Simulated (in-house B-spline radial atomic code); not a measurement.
# Gd³¹⁺: excited configurations

Aim: the energies of several excited configurations of Gd³¹⁺ above a reference configuration, each from its own self-consistent run.

Method: Dirac-Hartree-Fock, average of configuration, Fermi nucleus, basis-set limit. Code: in-house B-spline radial atomic code version 1.

### 1 The system

```
element       : gadolinium (Z = 64)
charge        : +31
electrons     : 33
configuration : [Ar] 3d10 4s2 4p3
Hamiltonian   : Dirac-Coulomb
nucleus       : Fermi, rms radius 5.157 fm
```

The outer shells:

[Ar] 3d10 4s2 4p3
```
[Ar] core
3d [↑↓][↑↓][↑↓][↑↓][↑↓]
4s [↑↓]
4p [↑ ][↑ ][↑ ]
```

The boxes draw the filling by Hund's rule, which heavy ions in jj coupling don't follow; these runs average over all states of the configuration.

The run's settings:

```ini
Z = 64
electrons = 33.0
configuration = [Ar] 3d10 4s2 4p3
hamiltonian = dirac
method = hf
spin_polarised = False
nucleus = fermi
rms_radius = 5.1569
mass_number = 158
atomic_mass = 157.9241112
speed_of_light = 137.035999084
```

From the earlier run of the reference: total energy -10764.437485 hartree. Levels, eight at most:

```csv
orbital,occupation,energy (eV),<r> (bohr)
3s1/2,2,-3027.07,0.2399
3p1/2,2,-2835.32,0.2299
3p3/2,4,-2684.60,0.2419
3d3/2,4,-2363.67,0.2140
3d5/2,6,-2330.97,0.2178
4s1/2,2,-1354.67,0.4963
4p1/2,1,-1278.38,0.4962
4p3/2,2,-1234.07,0.5141
```

### 2 [Ar] 3d10 4s1 4p2 6d1 6g1

The run's settings:

```ini
Z = 64
electrons = 33.0
configuration = [Ar] 3d10 4s1 4p2 6d1 6g1
hamiltonian = dirac
method = hf
spin_polarised = False
nucleus = fermi
rms_radius = 5.1569
mass_number = 158
atomic_mass = 157.9241112
speed_of_light = 137.035999084
```

### 3 Configuration [Ar] 3d10 4s1 4p2 6f1 6g1

The settings differ from step 2 so:

```diff
@@ -2,3 +2,3 @@
 electrons = 33.0
-configuration = [Ar] 3d10 4s1 4p2 6d1 6g1
+configuration = [Ar] 3d10 4s1 4p2 6f1 6g1
 hamiltonian = dirac
```

Before running: How far above the reference does each configuration lie (order and size, in eV)?

As calculated:

| net move | configuration | energy above the reference (eV) | with Breit, QED, recoil (eV) | largest <r> (bohr) |
| --- | --- | --- | --- | --- |
| 4p, 4s → 6d, 6g | [Ar] 3d10 4s1 4p2 6d1 6g1 | 1777.82 | 1775.27 | 1.37 |
| 4p, 4s → 6f, 6g | [Ar] 3d10 4s1 4p2 6f1 6g1 | 1809.99 | 1807.36 | 1.38 |

**Reading.** The energies run from 1777.82 eV (4p, 4s → 6d, 6g) to 1809.99 eV (4p, 4s → 6f, 6g). Koopmans' estimate of the ionisation threshold is 1234.07 eV; 2 configurations exceed it by over 2 % and could autoionise. These are averages over configurations, without correlation, not spectroscopic levels.
